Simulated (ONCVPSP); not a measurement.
**Pseudopotential generation for germanium: ONCV, PBE**

Aim: build the potential from the settings below, then test how well it stands in for the atom: other configurations, scattering, ghost states and the plane-wave cutoff that it needs.

The numbers are computed with ONCVPSP 4.0.1.1 (patched build) (PBE, scalar-relativistic, spin-unpolarised reference atom).

### Step 1. Settings

The settings as typed:

- element: germanium (Ge, Z = 32)
- type: optimised norm-conserving Vanderbilt (ONCV)
- frozen core: [Ar] 3d10
- valence charge: 4
- reference configuration: 4s1 4p3
- partial waves: 4s: rc 1.50 bohr, ncon 4, nbas 8, qcut 5.2 1/bohr, 2 projectors, debl 0.3 Ha; 4p: rc 2.40 bohr, ncon 4, nbas 7, qcut 4 1/bohr, 2 projectors, debl 2.7 Ha; d scattering state at 0.16 Ha: rc 2.10 bohr, ncon 4, nbas 9, qcut 4.3 1/bohr, 2 projectors, debl 2.8 Ha
- local potential: polynomial inside 1.20 bohr (lpopt 5, dvloc0 0 Ha)
- core correction: not asked for

An earlier all-electron run gives the scale for the radii.

All-electron outer shells of the reference configuration (PBE, scalar-relativistic, ld1.x):

| shell | level (eV) | outermost node (bohr) | outermost maximum (bohr) |
| --- | --- | --- | --- |
| 3p | -117.41 | 0.23 | 0.54 |
| 3d | -31.05 | – | 0.50 |
| 4s | -12.69 | 0.77 | 1.73 |
| 4p | -4.58 | 0.82 | 2.16 |

### Step 2. The generation run

Ge.dat

```
# ATOM AND REFERENCE CONFIGURATION
# atsym  z   nc   nv     iexc    psfile
  Ge 32.00    6    2        4      upf
#
#   n    l    f
    1    0    2.00
    2    0    2.00
    2    1    6.00
    3    0    2.00
    3    1    6.00
    3    2   10.00
    4    0    1.00
    4    1    3.00
#
# PSEUDOPOTENTIAL AND OPTIMIZATION
# lmax
    2
#
#   l,   rc,      ep,       ncon, nbas, qcut
    0    1.50    0.00    4    8    5.20
    1    2.40    0.00    4    7    4.00
    2    2.10    0.16    4    9    4.30
#
# LOCAL POTENTIAL
# lloc, lpopt,  rc(5),   dvloc0
    4    5    1.20    0.00
#
# VANDERBILT-KLEINMAN-BYLANDER PROJECTORs
# l, nproj, debl
    0    2    0.30
    1    2    2.70
    2    2    2.80
#
# MODEL CORE CHARGE
# icmod, fcfact, rcfact
    0    0.00    0.00
#
# LOG DERIVATIVE ANALYSIS
# epsh1, epsh2, depsh
   -2.00    5.00    0.02
#
# OUTPUT GRID
# rlmax, drl
    6.00    0.01
#
# TEST CONFIGURATIONS
# ncnf
    4
# nvcnf
#   n    l    f
    2
    4    0    2.00
    4    1    2.00
#
    2
    4    0    2.00
    4    1    1.00
#
    2
    4    0    2.00
    4    1    0.00
#
    2
    4    0    0.00
    4    1    4.00
#
```

Launch:

```bash
oncvpsp.x < Ge.dat > Ge.out
```

What does the calculation give? Wanted: cutoffs for 1 and 0.1 mHa per electron, occupied waves; bound ghosts; GHOST(+) flags; largest test error; largest phase difference near zero energy, channels read; projector energies reset by the program.

**Answer**, as computed:

| quantity | value |
| --- | --- |
| cutoffs for 1 and 0.1 mHa per electron, occupied waves | 9.0 Ha and 13 Ha |
| bound ghosts | s at -232.75 eV |
| GHOST(+) flags | none at low energy |
| largest test error (AE − PS) | +19 meV, for 4s0 4p4 |
| largest phase difference near zero energy, channels read | 0.018 rad |
| projector energies reset by the program | s: -0.466, 0.250 Ha |

What this shows: It has a bound ghost (s), a state that the atom doesn't have, and that rules the file out. By total energies transferability is good: the largest error is 19 meV on 8.2 eV, for 4s0 4p4. Atomic tests can pass in spite of a ghost, since they solve only for the levels asked. It counts as soft on the atom, with 9.0 Ha needed at the looser tolerance. At the looser tolerance the 4s wave is the slowest; 4p needs 3 Ha. Near zero energy the phases of the channels with partial waves agree within 0.018 rad. All of this concerns the isolated atom, not yet a solid.
